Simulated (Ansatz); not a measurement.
**AlB2H7O2Si: one species, many methods**

One table from this session's results is given with a row withheld; the runs are named, their logs left out.

Program: Ansatz 0.2.0, Gaussian basis. Level of theory: functionals in def2-TZVPP, the program's frozen cores in correlated methods. These are calculated values, not measurements.

The runs, in order: LDA (SPW92), PBE-D4, revPBE-D4, BLYP-D4, r2SCAN-D4, B97M-V, PBE0-D4, B3LYP-D4, r2SCANh-D4, r2SCAN0-D4, HSE06-D4, BHLYP-D4, CAM-B3LYP-D4, LC-ωPBE, ωB97X-V, ωB97M-V, B2PLYP, PBE-QIDH; CCSD(T)/def2-SVP; CCSD(T)/def2-TZVPP; MP2/def2-QZVPP; extrapolation to the limit; RPA on PBE.

**The relaxed structure**

All runs share one geometry, relaxed beforehand with PBE0-D4 in a triple-zeta def2 set.

13 atoms, charge 0, spin multiplicity 1.

Atoms are counted from 1 here; the program's logs count them from 0.

Bond lengths: B1–B2 1.643 Å, B1–H7 1.199 Å, B1–H8 1.209 Å, B2–Si3 1.880 Å, B2–Al6 2.106 Å, B2–H9 1.192 Å, Si3–O4 1.624 Å, Si3–O5 1.617 Å, O4–H10 0.967 Å, O5–H11 0.961 Å, Al6–H12 1.605 Å, Al6–H13 1.584 Å. Angles: B2–B1–H7 119.3°, B2–B1–H8 125.9°, H7–B1–H8 114.8°, B1–B2–Si3 92.7°, B1–B2–Al6 87.8°, B1–B2–H9 127.9°, Si3–B2–Al6 95.3°, Si3–B2–H9 120.8°, Al6–B2–H9 123.0°, B2–Si3–O4 130.3°, B2–Si3–O5 123.7°, O4–Si3–O5 105.8°, Si3–O4–H10 114.7°, Si3–O5–H11 117.8°, B2–Al6–H12 120.5°, B2–Al6–H13 121.6°, H12–Al6–H13 117.9°.

Set-up of the first run:

Contents of in.yaml:

```yaml
crystal:
  periodic: [false, false, false]
  atoms:
    - {symbol: B, position_ang: [-1.465742, 0.706309, -0.301824]}
    - {symbol: B, position_ang: [0.043541, 1.202693, 0.118191]}
    - {symbol: Si, position_ang: [0.865363, -0.197288, -0.829353]}
    - {symbol: O, position_ang: [0.614506, -1.800027, -0.762835]}
    - {symbol: O, position_ang: [1.937774, 0.031271, -2.017779]}
    - {symbol: Al, position_ang: [-0.185887, 0.116098, 1.907085]}
    - {symbol: H, position_ang: [-2.294036, 1.525324, -0.586645]}
    - {symbol: H, position_ang: [-1.858375, -0.436736, -0.314693]}
    - {symbol: H, position_ang: [0.488208, 2.308301, 0.081919]}
    - {symbol: H, position_ang: [0.090869, -2.095596, -0.005632]}
    - {symbol: H, position_ang: [2.279079, -0.745559, -2.469857]}
    - {symbol: H, position_ang: [-0.314531, -1.483021, 1.876752]}
    - {symbol: H, position_ang: [-0.180470, 0.833630, 3.319670]}
basis:
  gaussian: {orbitals: def2-TZVPP}
hamiltonian: {xc: lda}
output: {orbitals: {seedname: orbitals}}
```

Run with:

```console
$ ansatz run in.yaml --threads 4 --pin off --events-out ev --progress --plain --max-ram 10444MiB
```

Among the steps run: LDA; PBE-D4 (GGA); revPBE-D4 (GGA); BLYP-D4 (GGA); r2SCAN-D4 (meta-GGA); B97M-V (meta-GGA); B3LYP-D4 (hybrid); r2SCANh-D4 (hybrid); r2SCAN0-D4 (hybrid); HSE06-D4 (hybrid); BHLYP-D4 (hybrid); CAM-B3LYP-D4 (range-separated); LC-ωPBE (range-separated); ωB97X-V (range-separated); ωB97M-V (range-separated); B2PLYP (double hybrid); PBE-QIDH (double hybrid).

One table of the session follows, with a row left open; its other results are not shown here.

It belongs to the step «Frontier levels by functional». 

```
  functional  HOMO (eV)  LUMO (eV)  gap (eV)
 LDA (SPW92)      -6.36      -3.20      3.15
      PBE-D4          ?          ?         ?
   revPBE-D4      -6.18      -2.83      3.34
     BLYP-D4      -6.06      -2.76      3.30
   r2SCAN-D4      -6.44      -2.70      3.73
      B97M-V      -6.55      -2.78      3.76
     PBE0-D4      -7.25      -2.14      5.11
    B3LYP-D4      -7.04      -2.29      4.75
  r2SCANh-D4      -6.81      -2.42      4.39
  r2SCAN0-D4      -7.38      -2.01      5.37
    HSE06-D4      -6.86      -2.51      4.35
    BHLYP-D4      -8.12      -1.24      6.88
CAM-B3LYP-D4      -8.44      -1.11      7.33
     LC-ωPBE      -9.72      -0.08      9.64
     ωB97X-V      -9.41      -0.16      9.25
     ωB97M-V      -9.23      -0.41      8.82
```

Q: Estimate the row for PBE-D4 from the others.

**Answer.** HOMO (eV): -6.23; LUMO (eV): -2.95; gap (eV): 3.28. In the column «HOMO (eV)» it lies between LDA (SPW92) (-6.36) and revPBE-D4 (-6.18).
